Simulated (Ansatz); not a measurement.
**BH8NSSi3: molecular dynamics**

The plan is to follow the molecule's vibrations and see whether its bonds hold. The start is relaxed first. Runs: 202 steps of 0.5 fs under a Nosé-Hoover thermostat at 300 K. SMILES of the start: N[SiH2][SiH]1[SiH2]BS1.

Program: Ansatz 0.2.0. Level of theory: RKS r2SCANh-D4/STO-3G. These are calculated values, not measurements.

## (1) The starting structure

Bond lengths: N1–Si2 1.781 Å, Si2–Si3 2.249 Å, Si3–Si4 2.122 Å, Si4–B5 2.048 Å, Si3–S6 2.086 Å, B5–S6 1.951 Å, N1–H7 1.052 Å, N1–H8 0.989 Å, Si2–H9 1.493 Å, Si2–H10 1.473 Å, Si3–H11 1.503 Å, Si4–H12 1.424 Å, Si4–H13 1.498 Å, B5–H14 1.157 Å. Angles (14 of 25 angles, heavy atoms first): N1–Si2–Si3 110.8°, Si2–Si3–Si4 110.5°, Si2–Si3–S6 111.9°, Si4–Si3–S6 86.1°, Si3–Si4–B5 87.8°, Si4–B5–S6 91.8°, Si3–S6–B5 91.4°, N1–Si2–H9 110.2°, N1–Si2–H10 109.2°, Si3–Si2–H9 108.5°, Si3–Si2–H10 109.7°, Si2–N1–H7 105.0°, Si2–N1–H8 109.2°, Si2–Si3–H11 115.7°.

Structure file:

```xyz
14

N     0.6710   -1.9657   -0.6943
Si    1.2705   -1.0692    0.7232
Si    0.0279    0.7692    1.0908
Si   -0.3071    1.8166   -0.7235
B    -2.1571    0.9414   -0.7944
S    -2.0141    0.3461    1.0578
H    -0.3314   -2.1918   -0.4692
H     1.2065   -2.7892   -0.8080
H     1.2110   -1.9318    1.9403
H     2.6730   -0.6818    0.4945
H     0.4546    1.6213    2.2527
H     0.5038    1.3873   -1.8122
H    -0.5345    3.2858   -0.5402
H    -2.6870    0.4326   -1.6886
```

## (2) Preparing the start

Contents of input.yaml:

```yaml
crystal:
  periodic: [false, false, false]
  atoms:
    - { symbol: "N", position_ang: [0.671, -1.9657, -0.6943] }
    - { symbol: Si, position_ang: [1.2705, -1.0692, 0.7232] }
    - { symbol: Si, position_ang: [0.0279, 0.7692, 1.0908] }
    - { symbol: Si, position_ang: [-0.3071, 1.8166, -0.7235] }
    - { symbol: B, position_ang: [-2.1571, 0.9414, -0.7944] }
    - { symbol: S, position_ang: [-2.0141, 0.3461, 1.0578] }
    - { symbol: H, position_ang: [-0.3314, -2.1918, -0.4692] }
    - { symbol: H, position_ang: [1.2065, -2.7892, -0.808] }
    - { symbol: H, position_ang: [1.211, -1.9318, 1.9403] }
    - { symbol: H, position_ang: [2.673, -0.6818, 0.4945] }
    - { symbol: H, position_ang: [0.4546, 1.6213, 2.2527] }
    - { symbol: H, position_ang: [0.5038, 1.3873, -1.8122] }
    - { symbol: H, position_ang: [-0.5345, 3.2858, -0.5402] }
    - { symbol: H, position_ang: [-2.687, 0.4326, -1.6886] }
basis:
  gaussian: { orbitals: STO-3G }
hamiltonian:
  xc: r2scanh
  dispersion: d4
relax:
  f_tol: 0.02
  max_steps: 40
```

Run with:

```console
$ ansatz run input.yaml --threads 1 --pin off --max-ram 2048MiB --backend cpu --events-out ev --progress --plain --runs-dir out
```

The runs that follow: Dynamics.

What does the calculation give? Wanted: relaxation of the start; temperature, first and last step; temperature, second half; potential energy, second half; largest change of the conserved energy; bonds formed or broken.

The runs gave:

| quantity | value |
| --- | --- |
| relaxation of the start | 16 moves, 1.792 eV lower |
| length | 202 steps of 0.5 fs |
| temperature, first and last step | 300 and 441 K |
| temperature, second half | mean 321 K, from 191 to 456 K |
| potential energy, second half | +35 meV/atom from the start |
| largest change of the conserved energy | 0.54 meV/atom |
| bonds formed or broken | 0 |

What this shows: Against a set 300 K the second half averages 321 K with a spread of 69 K. The conserved energy strays from its start by at most 0.54 meV/atom, 1.8 % of the mean kinetic energy, which is good for a step of 0.5 fs. The bonding pattern survives the run. Averages from a run of 101 fs with 14 atoms are rough. The nuclei move classically, without zero-point motion, which matters most for hydrogen. The basis is very small, so the numbers are rough.
